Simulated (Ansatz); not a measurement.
# C2H3BS: the cost of one run

Program: Ansatz 0.2.0. Level of theory: RKS B3LYP/cc-pVDZ. These are calculated values, not measurements.

### 1 Starting point

Bond lengths: C1–C2 1.206 Å, C2–B3 1.502 Å, B3–S4 1.772 Å, C1–H5 1.052 Å, B3–H6 1.169 Å, S4–H7 1.331 Å. Angles: C1–C2–B3 177.8°, C2–C1–H5 178.6°, C2–B3–S4 120.2°, C2–B3–H6 122.7°, S4–B3–H6 117.1°, B3–S4–H7 98.7°.

As a file:

```xyz
7

C    -1.5574   -0.0398   -0.9149
C    -0.6997    0.0739   -0.0753
B     0.4078    0.1977    0.9313
S     2.0802   -0.1531    0.4630
H    -2.3229   -0.1303   -1.6303
H     0.2218    0.5220    2.0386
H     1.8703   -0.4703   -0.8125
```

### 2 End point A

Contents of input.yaml:

```yaml
crystal:
  periodic: [false, false, false]
  atoms:
    - { symbol: C, position_ang: [-1.55739, -0.03982, -0.91488] }
    - { symbol: C, position_ang: [-0.6997, 0.07393, -0.0753] }
    - { symbol: B, position_ang: [0.40779, 0.1977, 0.93131] }
    - { symbol: S, position_ang: [2.08019, -0.1531, 0.46304] }
    - { symbol: H, position_ang: [-2.32294, -0.13035, -1.63026] }
    - { symbol: H, position_ang: [0.22179, 0.52196, 2.03861] }
    - { symbol: H, position_ang: [1.87026, -0.47034, -0.81253] }
basis:
  gaussian: { orbitals: cc-pVDZ }
hamiltonian:
  xc: b3lyp
relax:
  f_tol: 0.015
  max_steps: 40
```

Launch:

```sh
$ ansatz run input.yaml --threads 1 --pin off --max-ram 2048MiB --backend cpu --events-out ev --progress --plain --runs-dir out
```

Q: Estimate wall time and peak memory on 1 thread of Arm Neoverse V1, shared host.

About 22 s, with a peak of 0.13 GiB.
